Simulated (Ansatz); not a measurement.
# Zn (Zinc): the cost of one run

Computed with Ansatz 0.2.0 (DFT LDA, scalar-relativistic, plane waves, PAW, unless a step's input says otherwise).

The COD entry's cell or inner coordinates are ideal or old and differ from later refinements, so a difference from it is no clean test against experiment.

2 further runs of the same task are left out: 2 set aside as unsound or not needed.

## Step 1: The structure to begin with

It takes space group P6_3/mmc (No. 194, hexagonal). Conventional cell: a = 2.551 Å, b = 2.551 Å, c = 4.851 Å, α = 90.00°, β = 90.00°, γ = 120.00°. Zn (site symmetry -6m2) has 12 Zn at 2.55 to 2.84 Å as nearest neighbours.

Structure file:

```cif
data_structure
_symmetry_space_group_name_H-M 'P6_3/mmc'
_symmetry_Int_Tables_number 194
_cell_length_a 2.5514
_cell_length_b 2.5514
_cell_length_c 4.8507
_cell_angle_alpha 90.000
_cell_angle_beta 90.000
_cell_angle_gamma 120.000
_cell_volume 27.35
loop_
_atom_site_label
_atom_site_type_symbol
_atom_site_symmetry_multiplicity
_atom_site_Wyckoff_symbol
_atom_site_fract_x
_atom_site_fract_y
_atom_site_fract_z
_atom_site_occupancy
Zn1 Zn 2 c 0.33333 0.66667 0.25000 1
```

This cell was relaxed beforehand with the same method: volume 13.67 Å³/atom, gap on the mesh none (metal).

## Step 2: The bulk in the cell of the plane

input.yaml

```yaml
crystal:
  lattice:
    - [2.5514179379, 0.0, 0.0]
    - [-1.275708969, 5.3302878937, 0.0]
    - [1.275708969, 0.9159543008, 2.0108027848]
  atoms:
    - { symbol: Zn, position: [0.0833333333, 0.75, 0.5833333333] }
    - { symbol: Zn, position: [0.9166666667, 0.25, 0.4166666667] }
basis:
  ecutwfc: 420
kpoints:
  mp_grid: { grid: [14, 7, 17] }
hamiltonian:
  xc: lda
scf:
  occupations: { method: gaussian, width: 0.1 }
output:
  forces: true
  stress: true
  eigenvalues: true
```

Started as:

```bash
ansatz run input.yaml --threads 2 --pin off --max-ram 5120MiB --backend cpu --events-out ev --progress --plain --runs-dir out
```

Q: Estimate wall time and peak memory on 2 threads of Intel Xeon Platinum 8488C (Sapphire Rapids), shared host.

About 8.5 s, with a peak of 0.64 GiB.
